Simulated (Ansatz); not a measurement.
# LuInPd (P-62m): cell relaxations under several functionals in Python

A script is to give cell relaxations under several functionals; the system is LuInPd (P-62m).

Computed with Ansatz 0.2.0, driven from Python. The levels of theory stand in the script.

## (1) The structure

It takes space group P-62m (No. 189, hexagonal). Conventional cell: a = 7.623 Å, b = 7.623 Å, c = 3.709 Å, α = 90.00°, β = 90.00°, γ = 120.00°. Lu (site symmetry m2m) is surrounded by 5 Pd at 2.97 to 3.09 Å and 6 In at 3.13 to 3.29 Å. In (site symmetry m2m) is surrounded by 4 Pd at 2.73 to 2.84 Å and 2 Lu at 3.13 Å. Pd (site symmetry -6) is surrounded by 3 In at 2.84 Å and 6 Lu at 2.97 Å. Pd (site symmetry -62m) has 6 In at 2.73 Å and 3 Lu at 3.09 Å in its first shell of neighbours.

No structure file is read: the coordinates are typed or built in the script.

## (2) The script

Contents of lattice_luinpd.py:

```python
"""Relaxed cell of LuInPd under several functionals."""

import warnings

import ansatz as az
import numpy as np
from pymatgen.core import Lattice, Structure
from pymatgen.io.ase import AseAtomsAdaptor

def edges_and_angles(cell):
    cell = np.asarray(cell)
    a, b, c = np.linalg.norm(cell, axis=1)
    cosines = cell[1] @ cell[2] / (b * c), cell[0] @ cell[2] / (a * c), cell[0] @ cell[1] / (a * b)
    return (a, b, c, *np.degrees(np.arccos(cosines)))

warnings.simplefilter("ignore", az.DeckWarning)

pmg_structure = Structure(
    Lattice([(7.62259, 0.0, 0.0), (-3.81129, 6.60135, 0.0), (0.0, 0.0, 3.70943)]),
    ["Lu", "Lu", "Lu", "In", "In", "In", "Pd", "Pd", "Pd"],
    [
        (0.0, 0.406, 0.5),
        (0.594, 0.594, 0.5),
        (0.406, 0.0, 0.5),
        (0.0, 0.73632, 0.0),
        (0.26368, 0.26368, 0.0),
        (0.73632, 0.0, 0.0),
        (1 / 3, 2 / 3, 0.0),
        (2 / 3, 1 / 3, 0.0),
        (0.0, 0.0, 0.5),
    ],
)
xtal = az.Crystal.from_ase(AseAtomsAdaptor.get_atoms(pmg_structure))

calc = xtal.calculation()
calc = calc.basis(470).kpoints(density=4.1)
calc = calc.occupations("cold")
calc = calc.relax(cell=True)

levels = [("pbesol", "d3bj"), ("blyp", "d3bj"), ("pbesol", "none")]
print("level            a       b       c    alpha   beta  gamma  V/atom  steps")
for name, dispersion in levels:
    seen = []
    run = calc.functional(name, dispersion=dispersion).session().plan()
    out = run.execute(on_event=lambda e: seen.append(e) if e["event"] == "relax_step" else None)
    cell = out.lattice.cell_ang
    label = name if dispersion == "none" else f"{name}+{dispersion}"
    print("{:13s} {:7.4f} {:7.4f} {:7.4f} {:6.2f} {:6.2f} {:6.2f}".format(label, *edges_and_angles(cell)), f"{abs(np.linalg.det(cell)) / len(out.lattice.sites):7.3f} {len(seen):5d}")
```

## (3) The calls as engine input

The engine receives this input (first run):

```yaml
crystal:
  lattice:
    - [7.62259, 0.0, 0.0]
    - [-3.81129, 6.60135, 0.0]
    - [0.0, 0.0, 3.70943]
  atoms:
    - { symbol: Lu, position: [5.758430308553101e-18, 0.406, 0.5] }
    - { symbol: Lu, position: [0.594, 0.594, 0.5] }
    - { symbol: Lu, position: [0.406, 0.0, 0.5] }
    - { symbol: In, position: [-4.551214144473059e-18, 0.73632, 0.0] }
    - { symbol: In, position: [0.26368, 0.26368, 0.0] }
    - { symbol: In, position: [0.73632, 0.0, 0.0] }
    - { symbol: Pd, position: [0.33333333333333337, 0.6666666666666666, 0.0] }
    - { symbol: Pd, position: [0.6666666666666666, 0.3333333333333333, 0.0] }
    - { symbol: Pd, position: [0.0, 0.0, 0.5] }
basis:
  ecutwfc: 470.0
kpoints:
  mp_grid:
    kspacing: 0.24390243902439027
hamiltonian:
  xc: pbesol
  dispersion: d3bj
scf:
  occupations:
    method: cold
relax:
  cell: {}
```

## (4) Launch

On the command line:

```bash
> python lattice_luinpd.py
```

What it wrote:

```text
level            a       b       c    alpha   beta  gamma  V/atom  steps
pbesol+d3bj    7.5742  7.5742  3.5313  90.00  90.00 120.00  19.493     8
blyp+d3bj      7.6771  7.6771  3.5775  90.00  90.00 120.00  20.289     7
pbesol         7.6479  7.6479  3.6013  90.00  90.00 120.00  20.269     8
```

Wall time 18 min (1 thread of Arm Neoverse V2, shared host); peak memory 0.81 GiB.

## (5) Inputs of later runs

The engine's inputs for the other runs:

Run 2, against run 1:

```diff
@@ -22 +22 @@
-  xc: pbesol
+  xc: blyp
```

Run 3, against run 1:

```diff
@@ -23 +23 @@
-  dispersion: d3bj
+  dispersion: none
```

## (6) What each run gave

The 3 runs, in the order started:

```
run  functional  dispersion  energy (eV/atom)  final volume (Å³/atom)  SCF cycles in all  CPU time (s)
  1      pbesol        d3bj        -9015.8285                   19.49                 70           380
  2        blyp        d3bj        -9120.9334                   20.29                 55           300
  3      pbesol        none        -9015.3219                   20.27                 77           400
```

Energies are free energies F = E - TS of the smeared occupations. Totals under unlike functionals or potentials can't be compared directly.

## (7) The relaxation of run 1, step by step

The steps of the relaxation:

| step | E - E(step 1) (eV/cell) | largest force component (eV/Å) | pressure (GPa) | volume (Å³) |
| --- | --- | --- | --- | --- |
| 1 | 0.0000 | 0.0435 | -5.87 | 186.66 |
| 2 | 0.0869 | 0.0892 | 9.05 | 164.61 |
| 3 | -0.2059 | 0.0324 | -1.16 | 177.83 |
| 4 | -0.2261 | 0.0187 | 0.33 | 175.18 |
| 5 | -0.2271 | 0.0164 | 0.32 | 174.81 |
| 6 | -0.2279 | 0.0937 | -0.06 | 175.52 |
| 7 | -0.2291 | 0.0084 | 0.01 | 175.44 |
| 8 | -0.2274 | 0.0084 | 0.00 | 175.44 |

Step 1 is the start. Step 8 repeats the geometry before it on a plane-wave basis chosen anew for that cell, so its energy need not be comparable with the rows above. Step 2 was tried and not accepted.

|  | before | after | change |
| --- | --- | --- | --- |
| a (Å) | 7.623 | 7.574 | -0.6 % |
| b (Å) | 7.623 | 7.574 | -0.6 % |
| c (Å) | 3.709 | 3.531 | -4.8 % |
| volume (Å³/atom) | 20.74 | 19.49 | -6.0 % |
| shortest distance (Å) | 2.735 | 2.693 | -1.5 % |
| space group (0.01 Å) | P-62m | P-62m | same |

The run keeps the 12 symmetry operations of the start, so it could not have lowered the symmetry.

## (8) Path of the relaxation of run 3

Step by step:

| step | energy from step 1 (eV/cell) | largest force component (eV/Å) | pressure (GPa) | volume (Å³) |
| --- | --- | --- | --- | --- |
| 1 | 0.0000 | 0.0437 | -2.03 | 186.66 |
| 2 | 0.0160 | 0.0678 | 3.03 | 177.92 |
| 3 | -0.0271 | 0.0156 | -0.24 | 183.25 |
| 4 | -0.0310 | 0.0155 | 0.14 | 182.45 |
| 5 | -0.0125 | 0.0532 | 0.75 | 180.60 |
| 6 | -0.0335 | 0.0090 | 0.12 | 182.36 |
| 7 | -0.0343 | 0.0037 | 0.00 | 182.42 |
| 8 | -0.0336 | 0.0038 | -0.01 | 182.42 |

Step 1 is the start. Step 8 repeats the geometry before it on a plane-wave basis chosen anew for that cell, so its energy need not be comparable with the rows above. Steps 2, 5 were tried and not accepted.

|  | before | after | change |
| --- | --- | --- | --- |
| a (Å) | 7.623 | 7.648 | +0.3 % |
| b (Å) | 7.623 | 7.648 | +0.3 % |
| c (Å) | 3.709 | 3.601 | -2.9 % |
| volume (Å³/atom) | 20.74 | 20.27 | -2.3 % |
| shortest distance (Å) | 2.735 | 2.720 | -0.5 % |
| space group (0.01 Å) | P-62m | P-62m | same |

The run keeps the 12 symmetry operations of the start, so it could not have lowered the symmetry.

## (9) Outcome

| quantity | value |
| --- | --- |
| runs compared | 3 |
| relaxed volume | 19.49 (pbesol d3bj) to 20.29 Å³/atom (blyp d3bj) |

What this shows: From smallest to largest: PBEsol+D3BJ (19.49 Å³ an atom, -6.0 % against the start), PBEsol (20.27 Å³ an atom, -2.3 % against the start) and BLYP+D3BJ (20.29 Å³ an atom, -2.2 % against the start). The spread is 4.1 % in volume. In run 1, the volume shrank by 6.0 % over 5 moves, and the space group stayed P-62m. In run 3, over 4 moves the cell shrank by 2.3 % in volume, and the space group stayed P-62m. Caveats:
- BLYP and dispersion corrections can be off by several per cent in the lattices of metals, and by several GPa in the pressure at a fixed cell.
- For a metal this k-point mesh is coarse: on a finer one energies can move by several to tens of meV an atom and pressures by half a GPa or more, differences at one mesh by less.
- The structure comes from a database of computed cells and needn't be a stable or known phase.
